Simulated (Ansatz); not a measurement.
# MnCu: the cost of one run

Program: Ansatz 0.2.0. Level of theory: DFT PBE, scalar-relativistic, plane waves, PAW. These are calculated values, not measurements.

1 further run of the same task is left out (set aside as unsound or not needed).

**1. The structure to begin with**

It takes space group P-6m2 (No. 187, hexagonal). The conventional cell has a = 2.545 Å, b = 2.545 Å, c = 4.324 Å, α = 90.00°, β = 90.00°, γ = 120.00°. Around Mn (site symmetry -6m2) lie 6 Mn at 2.55 Å and 6 Cu at 2.61 Å. Around Cu (site symmetry -6m2) lie 6 Cu at 2.55 Å and 6 Mn at 2.61 Å.

Structure file:

```xyz
2
Lattice="2.5451 0.0000 0.0000 -1.2726 2.2042 0.0000 0.0000 0.0000 4.3236" Properties=species:S:1:pos:R:3 pbc="T T T"
Mn    0.0000    1.4694    0.0000
Cu    1.2726    0.7347    2.1618
```

It is the end of an earlier relaxation with the same method, from a generated guess; it is a trial structure. At a tolerance of 0.05 Å it has space group P-6m2 (No. 187); it has 12.13 Å³/atom, an uncorrected energy of +0.30 eV/atom over the elements.

**2. Static run: bands, density of states and charges**

input.yaml reads:

```yaml
crystal:
  lattice:
    - [2.5451404653, -2.8e-09, 0.0]
    - [-1.2725702302, 2.2041563005, 0.0]
    - [0.0, 0.0, 4.3236250859]
  atoms:
    - { symbol: Mn, position: [0.3333333333, 0.6666666667, 0.0], spin: 2.57 }
    - { symbol: Cu, position: [0.6666666667, 0.3333333333, 0.5] }
basis:
  ecutwfc: 420
kpoints:
  mp_grid: { grid: [24, 24, 14] }
  band_path:
    path:
      - [[0.0, 0.0, 0.0], [0.5, 0.0, 0.0], [0.33333333, 0.33333333, 0.0], [0.0, 0.0, 0.0], [0.0, 0.0, 0.5], [0.5, 0.0, 0.5], [0.33333333, 0.33333333, 0.5], [0.0, 0.0, 0.5]]
      - [[0.5, 0.0, 0.5], [0.5, 0.0, 0.0]]
      - [[0.33333333, 0.33333333, 0.5], [0.33333333, 0.33333333, 0.0]]
    npoints: 14
hamiltonian:
  xc: pbe
scf:
  occupations: { method: gaussian, width: 0.1 }
  n_extra_bands: 6
output:
  forces: true
  stress: true
  eigenvalues: true
  populations: true
  dos: { projected: true, de: 0.02, nscf_kmesh: { grid: [29, 29, 17] } }
  bader: true
  write_density: true
  write_potential: true
  elf: true
  volumetric_format: npy
magnetization:
  spin_polarized: true
checkpoint:
  read: start.run
  write: ck
  compress: false
  write_wavefunctions: false
  write_every: 100000
```

Launch:

```bash
> ansatz run input.yaml --threads 1 --pin off --max-ram 2560MiB --backend cpu --events-out ev --progress --plain --runs-dir out
```

What time and memory should one allow on 1 thread of Intel Xeon 6975P-C (Granite Rapids), shared host?

About 53 s, with a peak of 0.79 GiB.
